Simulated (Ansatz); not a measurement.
# UB3LYP/6-31G(d) (Cartesian functions) run of GeH3O (SMILES [O][GeH3])

Aim: the vertical ionisation energy of GeH3O at UB3LYP/6-31G* (Cartesian functions), from 2 runs. 

The results are computed with Ansatz 0.2.0.

53 further runs of the same task are left out: 1 that didn't finish, 52 set aside as unsound or not needed. Runs told in other sessions of the task aren't counted.

## 1. The system as given

GeH3O: 5 atoms, total charge 0, spin state doublet. As SMILES, `[O][GeH3]`. The coordinates come from a PBE0-D4/def2-TZVP relaxation.

Bond lengths: O1–Ge2 1.795 Å, Ge2–H3 1.536 Å, Ge2–H4 1.536 Å, Ge2–H5 1.537 Å. Angles: O1–Ge2–H3 109.7°, O1–Ge2–H4 109.7°, O1–Ge2–H5 102.4°, H3–Ge2–H4 111.5°, H3–Ge2–H5 111.6°, H4–Ge2–H5 111.6°.

## 2. The energy at UB3LYP/6-31G(d) (Cartesian functions)

File job.yaml:

```yaml
crystal:
  periodic: [false, false, false]
  atoms:
    - {symbol: O, position_ang: [-1.443900, 0.418600, 0.777300]}
    - {symbol: Ge, position_ang: [0.072300, -0.056300, -0.056900]}
    - {symbol: H, position_ang: [-0.162200, -0.091200, -1.574700]}
    - {symbol: H, position_ang: [0.548000, -1.418100, 0.471500]}
    - {symbol: H, position_ang: [1.035700, 1.073400, 0.341400]}
basis:
  gaussian: {orbitals: "6-31G*"}
magnetization: {spin_polarized: true, initial_magnetization: 1}
accuracy: high
output: {orbitals: {seedname: orbitals}}
hamiltonian: {xc: {name: B3LYP}}
```

Started as:

```bash
$ ansatz run job.yaml --threads 1 --pin off --max-ram 3480MiB --events-out events.jsonl --progress --plain --runs-dir runs
```

The program printed:

```text
Warning: RAYON_NUM_THREADS=1 ignored (pool sized by the plan → 1); use --threads N
Functional definition: B3LYP
  name "B3LYP"
  parameter a0 = 0.2
  parameter ax = 0.72
  parameter ac = 0.81
  exchange = (1 - a0 - ax)*slater_x + ax*b88_x + a0*exact_x
  correlation = (1 - ac)*vwn_rpa_c + ac*lyp_c
1076 factors; integrals over basis functions are off by at most 3.9e-9 eV
mean field evaluation 1: about -58598.7910 eV, gradient 3.8e1 eV
mean field evaluation 2: about -58539.3006 eV, gradient 1.1e2 eV
mean field evaluation 4: about -58605.2873 eV, gradient 4.6e0 eV
mean field evaluation 8: about -58605.4470 eV, gradient 4.2e-1 eV
mean field evaluation 16: about -58605.4484 eV, gradient 8.2e-4 eV
mean field evaluation 32: about -58605.4484 eV, gradient 1.3e-6 eV
mean field -58605.44838063 eV, -2153.7105037885 hartree, gradient 5.7e-8 eV, S^2 0.753593; 2 other end points of the search recorded, 0 dependent functions left out
reference -58605.44841666 eV, -2153.7105051125 hartree; 22, 21 occupied and 34, 35 virtual orbitals, 1076 factors
Total energy: -58605.44841666 eV, -2153.7105051125 hartree
```

It took 12 s on 1 thread of Arm Neoverse V1, shared host; peak memory 0.22 GiB.

## 3. The singlet cation

File input.yaml:

```yaml
crystal:
  periodic: [false, false, false]
  atoms:
    - {symbol: O, position_ang: [-1.443900, 0.418600, 0.777300]}
    - {symbol: Ge, position_ang: [0.072300, -0.056300, -0.056900]}
    - {symbol: H, position_ang: [-0.162200, -0.091200, -1.574700]}
    - {symbol: H, position_ang: [0.548000, -1.418100, 0.471500]}
    - {symbol: H, position_ang: [1.035700, 1.073400, 0.341400]}
basis:
  gaussian:
    orbitals: "6-31G*"
total_charge: 1
magnetization:
  spin_polarized: false
  initial_magnetization: 0
hamiltonian:
  xc: {name: B3LYP}
accuracy: high
output:
  orbitals: {seedname: orbitals}
```

Started as:

```bash
$ ansatz run input.yaml --threads 1 --pin off --max-ram 3480MiB --events-out events.jsonl --progress --plain --runs-dir runs
```

The program printed:

```text
Warning: RAYON_NUM_THREADS=1 ignored (pool sized by the plan → 1); use --threads N
Functional definition: B3LYP
  name "B3LYP"
  parameter a0 = 0.2
  parameter ax = 0.72
  parameter ac = 0.81
  exchange = (1 - a0 - ax)*slater_x + ax*b88_x + a0*exact_x
  correlation = (1 - ac)*vwn_rpa_c + ac*lyp_c
1076 factors; integrals over basis functions are off by at most 3.9e-9 eV
mean field evaluation 1: about -58558.2417 eV, gradient 1.1e2 eV
mean field evaluation 2: about -58267.1718 eV, gradient 2.2e2 eV
mean field evaluation 4: about -58585.4378 eV, gradient 4.8e1 eV
mean field evaluation 8: about -58592.8996 eV, gradient 9.2e-1 eV
mean field evaluation 16: about -58592.9566 eV, gradient 2.5e-3 eV
mean field evaluation 32: about -58592.9566 eV, gradient 6.8e-7 eV
mean field evaluation 64: about -58592.9105 eV, gradient 1.7e-1 eV
mean field -58592.95661222 eV, -2153.2514397666 hartree, gradient 8.8e-8 eV, S^2 0.000000; 3 other end points of the search recorded, 0 dependent functions left out
reference -58592.95664597 eV, -2153.2514410071 hartree; 21, 21 occupied and 35, 35 virtual orbitals, 1076 factors
Total energy: -58592.95664597 eV, -2153.2514410071 hartree
```

It took 8.4 s on 1 thread of Arm Neoverse V1, shared host; peak memory 0.15 GiB.

## 4. Summary of results

At UB3LYP/6-31G* (Cartesian functions):

```
                                          quantity           value
                       doublet GeH3O: total energy  -2153.71051 Eh
 doublet GeH3O: HOMO energy (highest over α and β)        -7.78 eV
  doublet GeH3O: LUMO energy (lowest over α and β)        -4.30 eV
                               doublet GeH3O: ⟨S²⟩           0.754
                      singlet cation: total energy  -2153.25144 Eh
                       singlet cation: HOMO energy       -16.06 eV
                       singlet cation: LUMO energy       -14.90 eV
                     singlet cation: HOMO–LUMO gap         1.15 eV
vertical ionisation energy (to the singlet cation)       12.492 eV
```

**Reading.** The vertical ionisation energy comes to 12.49 eV (288 kcal/mol). Only the singlet of the ionised species was computed; a triplet could lie lower.
